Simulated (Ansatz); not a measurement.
# Mo(NH)2Cl2 (MoH₂N₂Cl₂): geometry, orbitals and charge

Aim: characterise Mo(NH)2Cl2 (MoH₂N₂Cl₂) as a singlet: its structure, frontier levels and distribution of charge.

Method: RKS PBE0-D4/def2-TZVP; program: Ansatz 0.2.0, Gaussian basis.

The runs, in order: relaxation at PBE-D4/def2-SVP; a search for the lowest solution at PBE0-D4/def2-SVP; a single point at PBE0-D4/def2-TZVP.

## 1. Starting geometry

7 atoms, charge 0, spin multiplicity 1.

Atoms are counted from 1 here; the program's logs count them from 0.

Bond lengths: Mo1–N2 1.734 Å, Mo1–N4 1.734 Å, Mo1–Cl6 2.179 Å, Mo1–Cl7 2.177 Å, N2–H3 1.012 Å, N4–H5 1.012 Å. Angles: N2–Mo1–N4 113.7°, N2–Mo1–Cl6 108.4°, N2–Mo1–Cl7 108.4°, N4–Mo1–Cl6 108.4°, N4–Mo1–Cl7 108.4°, Cl6–Mo1–Cl7 109.4°, Mo1–N2–H3 169.0°, Mo1–N4–H5 168.3°.

Formally the metal is d0. Mo takes a core potential in the def2 sets. No spin-orbit coupling is included.

The start is a GFN2-xTB geometry.

## 2. Relaxation at PBE-D4/def2-SVP

Contents of in.yaml:

```yaml
crystal:
  periodic: [false, false, false]
  atoms:
    - {symbol: Mo, position_ang: [-0.315660, 0.003180, -0.220130]}
    - {symbol: N, position_ang: [-0.362860, -0.021340, 1.512670]}
    - {symbol: H, position_ang: [-0.197250, -0.034750, 2.510830]}
    - {symbol: N, position_ang: [1.290250, 0.007230, -0.873550]}
    - {symbol: H, position_ang: [2.285490, 0.008790, -1.057160]}
    - {symbol: Cl, position_ang: [-1.343700, 1.796060, -0.910720]}
    - {symbol: Cl, position_ang: [-1.356260, -1.759160, -0.961940]}
basis:
  gaussian: {orbitals: def2-SVP}
hamiltonian: {xc: pbe, dispersion: d4}
scf: {omitted_lower_state_checks: [starts]}
output: {orbitals: {seedname: orbitals}}
relax: {f_tol: 0.02, max_steps: 100}
```

The run is started by

```bash
ansatz run in.yaml --threads 4 --pin off --events-out ev --progress --plain --max-ram 3916MiB
```

Further steps of the session: Searching for the lowest solution, PBE0-D4/def2-SVP; Single point, PBE0-D4/def2-TZVP.

**Question.** What will the summary of the whole plan be? Wanted: point group; near neighbours of the metal; HOMO, LUMO at PBE0-D4/def2-TZVP; charge on the metal; dipole at PBE-D4/def2-SVP.

**Answer**, as computed:

```
                                         quantity                               value
                                      point group                                 C2v
                     near neighbours of the metal  N 1.73, N 1.73, Cl 2.29, Cl 2.29 Å
                  HOMO, LUMO at PBE0-D4/def2-TZVP                     -8.41, -2.91 eV
charge on the metal (Mulliken, PBE0-D4/def2-TZVP)                             +1.43 e
                        dipole at PBE-D4/def2-SVP                              3.31 D
```

What this shows: The molecule keeps its bonding pattern by the stored test; the atoms moved 0.20 Å (rms), and the angle Mo1–N2–H3 went from 169° to 154°. The metal has 4 near neighbours by the distance rule, from 1.73 to 2.29 Å. The Mulliken charge of the metal, +1.43 e, depends on the basis and isn't its oxidation state. No usable vibrations, so a minimum isn't proven. Whether this spin is the lowest isn't tested here.
